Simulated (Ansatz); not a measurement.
**Cl₂FGeHS: how energies converge with the basis set**

How large a basis does Cl₂FGeHS need? Two functionals are run in growing sets.

Method: one geometry, several basis sets; program: Ansatz 0.2.0, Gaussian basis.

Plan: PBE0-D4/def2-SVP; ωB97M-V/def2-SVP; PBE0-D4/def2-QZVPP; ωB97M-V/def2-QZVPP; the functionals' def2-TZVPP values are taken from earlier runs.

## (1) The geometry

All runs share one geometry, relaxed beforehand with PBE0-D4 in a triple-zeta def2 set.

SMILES `[F][Ge]([SH])([Cl])[Cl]`, 6 atoms, charge 0, spin multiplicity 1.

Atoms are counted from 1 here; the program's logs count them from 0.

Bond lengths: F1–Ge2 1.720 Å, Ge2–S3 2.181 Å, Ge2–Cl4 2.115 Å, Ge2–Cl5 2.121 Å, S3–H6 1.346 Å. Angles: F1–Ge2–S3 111.1°, F1–Ge2–Cl4 107.1°, F1–Ge2–Cl5 104.8°, S3–Ge2–Cl4 109.1°, S3–Ge2–Cl5 113.6°, Cl4–Ge2–Cl5 110.9°, Ge2–S3–H6 92.1°.

## (2) PBE0-D4 in def2-SVP

File in.yaml:

```yaml
crystal:
  periodic: [false, false, false]
  atoms:
    - {symbol: F, position_ang: [1.026940, -1.407026, -0.691166]}
    - {symbol: Ge, position_ang: [-0.148082, -0.195614, -0.359919]}
    - {symbol: S, position_ang: [-0.244450, 0.240028, 1.774850]}
    - {symbol: Cl, position_ang: [-2.016494, -0.952959, -0.997676]}
    - {symbol: Cl, position_ang: [0.438884, 1.465286, -1.540541]}
    - {symbol: H, position_ang: [0.985302, 0.786285, 1.768452]}
basis:
  gaussian: {orbitals: def2-SVP}
hamiltonian: {xc: pbe0, dispersion: d4}
output: {orbitals: {seedname: orbitals}}
```

Launch:

```
ansatz run in.yaml --threads 4 --pin off --events-out ev --progress --plain --max-ram 10444MiB
```

The runs that follow: ωB97M-V in def2-SVP; PBE0-D4 in def2-QZVPP; ωB97M-V in def2-QZVPP.

Before running them: what should the planned runs give, taken together? Wanted: PBE0-D4: double and triple zeta above quadruple; ωB97M-V: double and triple zeta above quadruple.

The runs gave:

| quantity | value |
| --- | --- |
| PBE0-D4: double and triple zeta above quadruple | 25.53, 2.43 eV |
| ωB97M-V: double and triple zeta above quadruple | 25.32, 2.34 eV |

In words: For PBE0-D4 the step from double to triple zeta gains 23.09 eV and the next only 2.43 eV. These are total energies; as a rule much of such shifts cancels in differences, which this series doesn't test. The LUMO of ωB97M-V is positive and keeps falling with the basis (0.68 to 0.16 eV): an unbound level that the basis holds in place.
